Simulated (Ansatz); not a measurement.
# TiCo3: how the settings move a single-point run

Aim: see which settings change the result for TiCo3, by how much, and at what cost.

Computed with Ansatz 0.2.0 (reference: DFT, LDA, PAW with Ansatz's default frozen-core files, scalar-relativistic, unless a step's input says otherwise).

## 1. The starting structure

Symmetry: Pm-3m, No. 221, cubic system. Conventional cell: a = 3.571 Å, b = 3.571 Å, c = 3.571 Å, α = 90.00°, β = 90.00°, γ = 90.00°. Around Ti (site symmetry m-3m) lie 12 Co at 2.53 Å. Around Co (site symmetry 4/mmm) lie 4 Ti at 2.53 Å and 8 Co at 2.53 Å.

Coordinates:

```cif
data_structure
_symmetry_space_group_name_H-M 'P 1'
_symmetry_Int_Tables_number 1
_cell_length_a 3.5710
_cell_length_b 3.5710
_cell_length_c 3.5710
_cell_angle_alpha 90.000
_cell_angle_beta 90.000
_cell_angle_gamma 90.000
_cell_volume 45.54
loop_
_atom_site_label
_atom_site_type_symbol
_atom_site_fract_x
_atom_site_fract_y
_atom_site_fract_z
_atom_site_occupancy
Ti1 Ti 0.00000 0.00000 0.00000 1
Co1 Co 0.00000 0.50000 0.50000 1
Co2 Co 0.50000 0.00000 0.50000 1
Co3 Co 0.50000 0.50000 0.00000 1
```

## 2. Baseline

input.yaml reads:

```yaml
crystal:
  lattice:
    - [3.571, 0.0, 0.0]
    - [0.0, 3.571, 0.0]
    - [0.0, 0.0, 3.571]
  atoms:
    - { symbol: Ti, position: [0.0, 0.0, 0.0] }
    - { symbol: Co, position: [0.0, 0.5, 0.5], spin: 0.3, spin_axis: [1.0, 0.0, 0.0] }
    - { symbol: Co, position: [0.5, 0.0, 0.5], spin: 0.3, spin_axis: [1.0, 0.0, 0.0] }
    - { symbol: Co, position: [0.5, 0.5, 0.0], spin: 0.3, spin_axis: [1.0, 0.0, 0.0] }
magnetization:
  noncollinear: true
  spin_spiral: { q: [0.5, 0.5, 0.0] }
kpoints:
  mp_grid: { grid: [8, 8, 8] }
scf:
  occupations: { method: fermi_dirac, width: 0.05 }
  lower_state_search: "off"
hamiltonian:
  xc: lda
  pseudopotentials: { kind: paw }
output:
  eigenvalues: false
```

Run with:

```bash
$ ansatz run input.yaml --threads 2 --pin off --max-ram 6144MiB --backend cpu --events-out ev --progress --plain --runs-dir out
```

## 3. Variant: mp_grid.grid [4, 4, 4]

input.yaml, as its differences from that of step 2:

```diff
@@ -14,3 +14,3 @@
 kpoints:
-  mp_grid: { grid: [8, 8, 8] }
+  mp_grid: { grid: [4, 4, 4] }
 scf:
```

Q: Predict the outcome of this session. Wanted: for each run, ending; energy change; gap.

As calculated:

```tsv
run	ending	energy change	gap (eV)	cycles	time
reference	converged	0	0.00	27	2.8 min
1: mp_grid.grid [4, 4, 4]	converged	-8.0 meV/atom	0.00	26	35 s
```

Residual by cycle in the longest SCF loop of each run; runs are numbered as in the table. The quantity is the density residual dr2, in eV.

```tsv
cycle	reference	run 1
1	4.52	4.57
3	0.477	0.458
6	0.0593	0.0505
8	0.00103	0.00235
10	1.6e-4	8.4e-5
13	5.3e-7	5.3e-7
15	2.1e-7	2.2e-7
18	5.6e-6	1.1e-4
20	2.2e-4	2.7e-4
22	5.0e-5	2.5e-6
25	3.9e-7	5.3e-8
27	1.1e-9	-
```

Changing the k-point mesh moves the energy by -8.0 meV/atom. The energy is not variational in the mesh, so the sign tells nothing. Cost: 26 SCF cycles against 27, 35 s against 2.8 min.
